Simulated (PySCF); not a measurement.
# How the numerical set-up moves the result for Rb²⁺

Which parts of the numerical set-up matter for Rb²⁺? Each run edits the base script.

Method: method and basis as typed in the scripts; program: PySCF 2.14.0.

5 further runs of the same task are left out: 3 for a known fault of the program, 2 that didn't finish.

## Step 1: The atom

Rb²⁺: 1 atom, charge 2, spin multiplicity 2.

## Step 2: Base script

The input, input.py:

```python
from pyscf import gto, dft

mol = gto.M(
    atom='Rb 0 0 0',
    basis='def2-tzvp',
    ecp={'Rb': 'def2-tzvp'},
    charge=2,
    spin=1,
    verbose=3,
)
mf = dft.UKS(mol, xc='b3lyp')
mf.kernel()
mf.mulliken_pop()
mf.dip_moment()
print('orbital energies (hartree):', [e[max(0, n-3):n+3].round(4) for e, n in zip(mf.mo_energy, mol.nelec)])
```

Started as:

```bash
$ python input.py
```

Its log is not repeated here.

It gives: E(SCF) = -22.927032 Eh, ⟨S²⟩ = 0.751.

## Step 3: Density fitting auto

Edit 1 changes density fitting: none → auto.

The input, input.py:

```python
from pyscf import gto, dft

mol = gto.M(
    atom='Rb 0 0 0',
    basis='def2-tzvp',
    ecp={'Rb': 'def2-tzvp'},
    charge=2,
    spin=1,
    verbose=3,
)
mf = dft.UKS(mol, xc='b3lyp')
mf = mf.density_fit()
mf.kernel()
mf.mulliken_pop()
mf.dip_moment()
print('orbital energies (hartree):', [e[max(0, n-3):n+3].round(4) for e, n in zip(mf.mo_energy, mol.nelec)])
```

Started as:

```bash
$ python input.py
```

## Step 4: Lanl2dz

Edit 2 changes basis set: def2-tzvp → lanl2dz. The core potential changes with it: totals don't compare.

input.py, as its differences from that of step 2:

```diff
@@ -4,4 +4,4 @@
     atom='Rb 0 0 0',
-    basis='def2-tzvp',
-    ecp={'Rb': 'def2-tzvp'},
+    basis='lanl2dz',
+    ecp={'Rb': 'lanl2dz'},
     charge=2,
```

## Step 5: Def2-qzvp

Edit 3 changes basis set: def2-tzvp → def2-qzvp.

input.py, as its differences from that of step 2:

```diff
@@ -4,4 +4,4 @@
     atom='Rb 0 0 0',
-    basis='def2-tzvp',
-    ecp={'Rb': 'def2-tzvp'},
+    basis='def2-qzvp',
+    ecp={'Rb': 'def2-qzvp'},
     charge=2,
```

## Step 6: Cartesian functions on

Edit 4 changes Cartesian functions: off → on.

input.py, as its differences from that of step 2:

```diff
@@ -8,2 +8,3 @@
     spin=1,
+    cart=True,
     verbose=3,
```

## Step 7: Integration grid 1

Edit 5 changes integration grid: default → 1.

input.py, as its differences from that of step 2:

```diff
@@ -11,2 +11,3 @@
 mf = dft.UKS(mol, xc='b3lyp')
+mf.grids.level = 1
 mf.kernel()
```

Q: Predict the outcome of this session. Wanted: for each run, E(SCF); from base.

As calculated:

| run | E(SCF) (hartree) | from base (eV) | functions |
| --- | --- | --- | --- |
| base | -22.927032 | 0 | 33 |
| density fitting auto | -22.927037 | -0.0001 | 33 |
| lanl2dz | -22.679547 | not comparable | 12 |
| def2-qzvp | -22.929929 | -0.0788 | 49 |
| Cartesian functions on | -22.927041 | -0.0002 | n/a |
| integration grid 1 | -22.927032 | 0.0000 | 33 |

With integration grid 1 the SCF ends at the base energy. Of the runs whose energies can be compared, “def2-qzvp” moves the SCF energy most (-0.079 eV). def2-qzvp (49 functions) gives an energy 0.08 eV lower than def2-tzvp (33).
